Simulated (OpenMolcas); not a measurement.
# Si3NH9 (trisilylamine): a chain of runs

Wanted: a single-point energy (HF/ANO-R0), then the energy (CASSCF(2,2)/ANO-R1), then an energy scan (CASPT2(2,2)/ANO-R1), then an energy scan (SC-NEVPT2(2,2)/ANO-R1), then an energy scan (MC-PDFT[tPBE](2,2)/ANO-R1) of Si3NH9 (trisilylamine). 

Program for the calculation: OpenMolcas 26.06.

### 1 Starting point

The species is Si3NH9 (13 atoms), meant as a singlet with charge 0. As SMILES, `[SiH3]N([SiH3])[SiH3]`. The coordinates come from a PBE0-D4/def2-TZVP relaxation.

Bond lengths: Si1–N2 1.735 Å, N2–Si3 1.735 Å, N2–Si4 1.735 Å, Si1–H5 1.488 Å, Si1–H6 1.487 Å, Si1–H7 1.487 Å, Si3–H8 1.487 Å, Si3–H9 1.487 Å, Si3–H10 1.488 Å, Si4–H11 1.487 Å, Si4–H12 1.488 Å, Si4–H13 1.487 Å. Some angles: Si1–N2–Si3 120.0°, Si1–N2–Si4 120.0°, Si3–N2–Si4 120.0°, N2–Si1–H5 107.2°, N2–Si1–H6 111.4°, N2–Si1–H7 111.4°, N2–Si3–H8 111.4°, N2–Si3–H9 111.4°, N2–Si3–H10 107.2°, N2–Si4–H11 111.4°.

### 2 A single-point energy at HF/ANO-R0 (sfX2C) (run 1)

coord.xyz reads:

```xyz
13

Si    -0.519450     1.440730    -0.815850
N     -0.000690    -0.000090     0.000350
Si     0.784860     0.112060     1.543580
Si    -0.265590    -1.552910    -0.727470
H     -1.148110     1.019270    -2.096710
H     -1.512750     2.195720    -0.007190
H      0.625850     2.343510    -1.105390
H      0.020170    -0.607680     2.596110
H      2.158120    -0.455830     1.496860
H      0.862760     1.555850     1.894200
H     -1.713780    -1.813530    -0.940290
H      0.285610    -2.575110     0.202450
H      0.422990    -1.661990    -2.040670
```

step1.input reads:

```
* H9NSi3 Hartree-Fock

&gateway
 coord
 coord.xyz
 basis
 ANO-R0
 group
 NoSym

&seward

&scf
 prorbitals
 0

&localisation
 occupied
 freeze
 pipek-mezey

&localisation
 fileorb
 $Project.LocOrb
 virtual
 pipek-mezey
```

The run is started by

```bash
$ export MOLCAS_MEM=1860
$ pymolcas step1.input > step1.log
```

Log:

```text
--- Start Module: gateway ---
[...]
--- Stop Module: gateway /rc=_RC_ALL_IS_WELL_ ---
[...]
      Basis functions           41
[...]
       Convergence after  11 Iterations
[...]
::    Total SCF energy                               -927.3170960553
[...]
      Total spin, S                                     0.0000000000
[...]
      Total electronic charge=   58.000000
      Total            charge=   -0.000000
[...]
      Dipole Moment (debye):
      Origin of the operator (angstrom)=   -0.0001   -0.0000    0.0001
                   X= -1.1011E-03               Y= -4.2646E-04               Z=  1.3976E-03           Total=  1.8296E-03
      Quadrupole Moment (debye*angstrom):
[...]
--- Start Module: localisation ---
[...]
--- Stop Module: localisation /rc=_RC_ALL_IS_WELL_ ---
--- Start Module: localisation ---
[...]
--- Stop Module: localisation /rc=_RC_ALL_IS_WELL_ ---
[...]
```

It took 6.9 s on 1 thread of Intel Xeon Platinum 8259CL at 2.50GHz (Skylake/Cascade Lake), shared host; peak memory 0.39 GiB.

### 3 The energy at CASSCF(2,2)/ANO-R1 (sfX2C, RICD fitting) (run 2)

coord.xyz is that of step 2.

step2.inp reads:

```
>>> EXPORT MOLCAS_PRINT=2

&GATEWAY
  COORD = coord.xyz
  BASIS = ANO-R0
  GROUP = NoSym

&SEWARD

&RASSCF
  FILEORB = $CurrDir/step1.LocOrb
  ALTER = 2
  1 26 29
  1 30 37
  SPIN = 1
  NACTEL = 2 0 0
  INACTIVE = 28
  RAS2 = 2
  ORBLISTING = Nothing
>>> COPY $Project.RunFile RUNFIL1
>>> COPY $Project.RasOrb INPORB

&GATEWAY
  COORD = coord.xyz
  BASIS = ANO-R1
  GROUP = NoSym
  RICD

&SEWARD
>>> COPY $Project.RunFile RUNFIL2

&EXPBAS

&RASSCF
  FILEORB = $Project.ExpOrb
  SPIN = 1
  NACTEL = 2 0 0
  INACTIVE = 28
  RAS2 = 2
  ORBLISTING = Nothing
```

The run is started by

```bash
$ export MOLCAS_MEM=1860
$ pymolcas step2.inp > step2.log
```

Log:

```text
--- Start Module: gateway ---
[...]
--- Stop Module: gateway /rc=_RC_ALL_IS_WELL_ ---
[...]
      Basis functions           41
[...]
      Number of active orbitals                  2
[...]
      Spin quantum number                      0.0
[...]
      Active orbitals                            2
[...]
      Number of CSFs                             3
[...]
      Number of root(s) required                 1
[...]
      Convergence after 10 iterations
[...]
      printout of CI-coefficients larger than  0.05 for root  1
      energy=    -927.324488
      conf/sym  11     Coeff  Weight
             1  20   0.99589 0.99179
             3  02  -0.09059 0.00821
      Natural orbitals and occupation numbers for root  1
      sym 1:   1.983588   0.016412
      ************************************************************************************************************************
      *                                                    Final results                                                     *
[...]
::    RASSCF root number  1 Total energy:   -927.32448849
[...]
      Basis functions          113
[...]
--- Start Module: expbas ---
[...]
--- Stop Module: expbas /rc=_RC_ALL_IS_WELL_ ---
--- Start Module: rasscf ---
[...]
      Convergence after 16 iterations
[...]
      Natural orbitals and occupation numbers for root  1
      sym 1:   1.982202   0.017798
      ************************************************************************************************************************
      *                                                    Final results                                                     *
[...]
::    RASSCF root number  1 Total energy:   -928.44401599
[...]
      Total electronic charge=   58.000000
      Total            charge=   -0.000000
[...]
      Dipole Moment (debye):
      Origin of the operator (angstrom)=   -0.0001   -0.0000    0.0001
                   X= -2.9935E-02               Y= -1.1068E-02               Z= -6.0422E-02           Total=  6.8334E-02
      Quadrupole Moment (debye*angstrom):
[...]
--- Stop Module: rasscf /rc=_RC_ALL_IS_WELL_ ---
[...]
```

It took 30 s on 1 thread of Intel Xeon Platinum 8259CL at 2.50GHz (Skylake/Cascade Lake), shared host; peak memory 0.39 GiB.

### 4 The energy along one coordinate at CASPT2(2,2)/ANO-R1 (sfX2C, RICD fitting, ipea shift 0.25 Eh, pt2 variant SS) (run 3)

step3.input reads:

```
>>> COPY $CurrDir/step2.RasOrb $Project.RasOrb
>>> ForEach K in (1, 2, 3, 4, 5, 6, 7, 8, 9)

&GATEWAY
 Coord = $CurrDir/point$K.xyz
 Basis = ANO-R1
 Group = NoSym
 RICD

&SEWARD

&RASSCF
 FileOrb = $Project.RasOrb
 Spin = 1
 Nactel = 2 0 0
 Inactive = 28
 Ras2 = 2
 OrbListing = Nothing

&CASPT2
 Imaginary = 0.2
 Frozen = 16
>>> EndDo
```

The run is started by

```bash
$ export MOLCAS_MEM=1860
$ pymolcas step3.input > step3.log
```

Log, cut to the lines that bear on the results:

```text
[...]
      Basis functions          113
[...]
      Number of active orbitals                  2
[...]
      Spin quantum number                      0.0
[...]
      Active orbitals                            2
[...]
      Number of CSFs                             3
[...]
      Number of root(s) required                 1
[...]
      Convergence after 11 iterations
[...]
      Natural orbitals and occupation numbers for root  1
      sym 1:   1.987635   0.012365
      ************************************************************************************************************************
      *                                                    Final results                                                     *
[...]
::    RASSCF root number  1 Total energy:   -928.43381252
[...]
      E2 (Variational):          -0.4715078264
[...]
::    CASPT2 Root  1     Total energy:   -928.90532034
[...]
      Convergence after 10 iterations
[...]
      Natural orbitals and occupation numbers for root  1
      sym 1:   1.982191   0.017809
      ************************************************************************************************************************
      *                                                    Final results                                                     *
[...]
      Convergence after  9 iterations
[...]
      Natural orbitals and occupation numbers for root  1
      sym 1:   1.819132   0.180868
      ************************************************************************************************************************
      *                                                    Final results                                                     *
[...]
      Convergence after  9 iterations
[...]
      Natural orbitals and occupation numbers for root  1
      sym 1:   1.633728   0.366272
      ************************************************************************************************************************
      *                                                    Final results                                                     *
[...]
      Convergence after 10 iterations
[...]
::    RASSCF root number  1 Total energy:   -928.30695881
[...]
::    CASPT2 Root  1     Total energy:   -928.76867483
[...]
      Convergence after  8 iterations
[...]
::    RASSCF root number  1 Total energy:   -928.30203896
[...]
      E2 (Variational):          -0.4607818028
[...]
::    CASPT2 Root  1     Total energy:   -928.76282077
[...]
```

Wall time 3 min (1 thread of Intel Xeon Platinum 8259CL at 2.50GHz (Skylake/Cascade Lake), shared host); peak memory 0.1 GiB.

The scan, from its lowest point:

```csv
H5–Si1 (Å),energy (kJ/mol)
1.339,24.1
1.488,0.0
1.637,15.4
1.860,71.6
2.157,162.1
2.529,260.5
2.976,337.8
3.571,382.9
4.463,398.3
```

### 5 The energy along one coordinate at SC-NEVPT2(2,2)/ANO-R1 (sfX2C, RICD fitting, pt2 variant SC-NEVPT2) (run 4)

step4.inp reads:

```
>>> COPY $CurrDir/step2.RasOrb $Project.RasOrb
>>> ForEach K in (1, 2, 3, 4, 5, 6, 7, 8, 9)
&GATEWAY
Coord=$CurrDir/point$K.xyz
Basis=ANO-R1
Group=NoSym
RICD
&SEWARD
&RASSCF
FileOrb=$Project.RasOrb
Spin=1
Nactel=2 0 0
Inactive=28
Ras2=2
OrbListing=Nothing
&CASPT2
SC-NEVPT2
Frozen=16
>>> EndDo
```

The run is started by

```bash
$ export MOLCAS_MEM=1860
$ pymolcas step4.inp > step4.log
```

Log, cut to the lines that bear on the results:

```text
[...]
      Basis functions          113
[...]
      Number of active orbitals                  2
[...]
      Spin quantum number                      0.0
[...]
      Active orbitals                            2
[...]
      Number of CSFs                             3
[...]
      Number of root(s) required                 1
[...]
      Convergence after 11 iterations
[...]
      Natural orbitals and occupation numbers for root  1
      sym 1:   1.987635   0.012365
      ************************************************************************************************************************
      *                                                    Final results                                                     *
[...]
::    RASSCF root number  1 Total energy:   -928.43381252
[...]
      E2 (Variational):          -0.4665997549
[...]
::    SC-NEVPT2 Root  1     Total energy:   -928.90039315
[...]
      Convergence after 10 iterations
[...]
      Natural orbitals and occupation numbers for root  1
      sym 1:   1.982191   0.017809
      ************************************************************************************************************************
      *                                                    Final results                                                     *
[...]
      Convergence after  9 iterations
[...]
      Natural orbitals and occupation numbers for root  1
      sym 1:   1.819132   0.180868
      ************************************************************************************************************************
      *                                                    Final results                                                     *
[...]
      Convergence after  9 iterations
[...]
      Natural orbitals and occupation numbers for root  1
      sym 1:   1.633728   0.366272
      ************************************************************************************************************************
      *                                                    Final results                                                     *
[...]
      Convergence after 10 iterations
[...]
::    RASSCF root number  1 Total energy:   -928.30695881
[...]
::    SC-NEVPT2 Root  1     Total energy:   -928.76700725
[...]
      Convergence after  8 iterations
[...]
::    RASSCF root number  1 Total energy:   -928.30203896
[...]
      E2 (Variational):          -0.4594333506
[...]
::    SC-NEVPT2 Root  1     Total energy:   -928.76147231
[...]
```

It took 2.9 min on 1 thread of Intel Xeon Platinum 8259CL at 2.50GHz (Skylake/Cascade Lake), shared host; peak memory 0.1 GiB.

The scan, from its lowest point:

```csv
H5–Si1 (Å),energy (kJ/mol)
1.339,25.5
1.488,0.0
1.637,14.2
1.860,69.2
2.157,158.3
2.529,255.5
2.976,331.8
3.571,375.7
4.463,390.2
```

### 6 The energy along one coordinate at MC-PDFT[tPBE](2,2)/ANO-R1 (sfX2C, RICD fitting) (run 5)

step5.inp reads:

```
>>> COPY $CurrDir/step2.RasOrb $Project.RasOrb
>>> ForEach K in (1, 2, 3, 4, 5, 6, 7, 8, 9)

&gateway
  coord = $CurrDir/point$K.xyz
  basis = ANO-R1
  group = NoSym
  ricd

&seward

&rasscf
  fileorb = $Project.RasOrb
  spin = 1
  nactel = 2 0 0
  inactive = 28
  ras2 = 2
  orblisting = Nothing

&mcpdft
  ksdft = T:PBE
>>> EndDo
```

The run is started by

```bash
$ export MOLCAS_MEM=1860
$ pymolcas step5.inp > step5.log
```

Log, cut to the lines that bear on the results:

```text
--- Start Module: gateway ---
[...]
      Basis functions          113
[...]
      Number of active orbitals                  2
[...]
      Spin quantum number                      0.0
[...]
      Active orbitals                            2
[...]
      Number of CSFs                             3
[...]
      Number of root(s) required                 1
[...]
      Convergence after 11 iterations
[...]
      Natural orbitals and occupation numbers for root  1
      sym 1:   1.987635   0.012365
      ************************************************************************************************************************
      *                                                    Final results                                                     *
[...]
::    RASSCF root number  1 Total energy:   -928.43381252
[...]
::    MCPDFT root number  1 Total energy:   -929.99898864
[...]
      Convergence after 10 iterations
[...]
      Natural orbitals and occupation numbers for root  1
      sym 1:   1.982191   0.017809
      ************************************************************************************************************************
      *                                                    Final results                                                     *
[...]
      Convergence after  9 iterations
[...]
      Natural orbitals and occupation numbers for root  1
      sym 1:   1.819132   0.180868
      ************************************************************************************************************************
      *                                                    Final results                                                     *
[...]
      Convergence after  9 iterations
[...]
      Natural orbitals and occupation numbers for root  1
      sym 1:   1.633728   0.366272
      ************************************************************************************************************************
      *                                                    Final results                                                     *
[...]
      Convergence after 10 iterations
[...]
::    RASSCF root number  1 Total energy:   -928.30695881
[...]
::    MCPDFT root number  1 Total energy:   -929.85933541
[...]
      Convergence after  8 iterations
[...]
::    RASSCF root number  1 Total energy:   -928.30203896
[...]
      Total electronic charge=   58.000000
      Total            charge=   -0.000000
[...]
::    MCPDFT root number  1 Total energy:   -929.85408678
[...]
```

Wall time 3.3 min (1 thread of Intel Xeon Platinum 8259CL at 2.50GHz (Skylake/Cascade Lake), shared host); peak memory 0.086 GiB.

The scan, from its lowest point:

```csv
H5–Si1 (Å),energy (kJ/mol)
1.339,26.2
1.488,0.0
1.637,13.3
1.860,67.1
2.157,156.6
2.529,257.8
2.976,342.2
3.571,392.8
4.463,406.6
```

### 7 Summary of results

```
                                                   quantity          value
                             run 1, HF/ANO-R0: total energy  -927.31710 Eh
                            run 1, HF/ANO-R0: dipole moment         0.00 D
                              run 1, HF/ANO-R0: HOMO energy      -11.76 eV
                              run 1, HF/ANO-R0: LUMO energy        1.77 eV
                            run 1, HF/ANO-R0: HOMO–LUMO gap       13.53 eV
                    run 2, CASSCF(2,2)/ANO-R1: total energy  -928.44402 Eh
  run 2, CASSCF(2,2)/ANO-R1: dipole moment (CASSCF density)         0.07 D
       run 3, CASPT2(2,2)/ANO-R1: lowest energy of the scan  -928.91451 Eh
    run 4, SC-NEVPT2(2,2)/ANO-R1: lowest energy of the scan  -928.91009 Eh
run 5, MC-PDFT[tPBE](2,2)/ANO-R1: lowest energy of the scan  -930.00895 Eh
```
